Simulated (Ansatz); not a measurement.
Runs of Ansatz 0.2.0 on HfIn4SiO6. The structure is trigonal, space group P312 (No. 149). Conventional cell: a = 5.277 Å, b = 5.277 Å, c = 10.559 Å, α = 90.00°, β = 90.00°, γ = 120.00°. Hf (site symmetry 32) is surrounded by 6 O at 2.10 Å. Around In (site symmetry 3) lie 3 O at 2.62 Å. In (site symmetry 3) is surrounded by 3 O at 2.32 Å. Si (site symmetry 32) is surrounded by 6 O at 1.83 Å. O (site symmetry 1) has 1 Si at 1.83 Å and 1 Hf at 2.10 Å as nearest neighbours. The cell was built by a generator and needn't be a form met in nature.

```csv
task,level,cell,k mesh,points for each segment of the path,gap on the mesh (eV),pressure (GPa),largest force (eV/Å)
single point,PBE,"atoms moved at random, drawn with an rms of 0.05 Å",6 × 6 × 3,-,none,0.4,2.20
single point,PBE,as given,6 × 6 × 3,-,none,0.0,-
band structure,revPBE,as given,6 × 6 × 3,10,(a),1.6,0.14
relaxation of cell and atoms,revPBE,relaxed,4 × 4 × 2,-,0.77,0.0,-
```

Alike in all rows: potentials or basis Ansatz PAW; no spin polarisation; cutoff (eV) 420; smearing fermi-dirac 0.05 eV.

Fill in the values left out.

(a) 0.10.

Caveats: spin-orbit coupling is left out, which moves the levels of the heavy elements (some runs); the PAW data sets come from PBE, with cores solved anew for the run's functional, which leaves a small shift of forces and pressure (some runs); the plane-wave basis is chosen anew once the cell has moved, so the energies of steps on either side of that aren't comparable (some runs).

A k mesh can miss the band edges, and the runs leave out spin-orbit coupling on Hf, In.

A gap of «none» marks a metal or a gap under the smearing width.
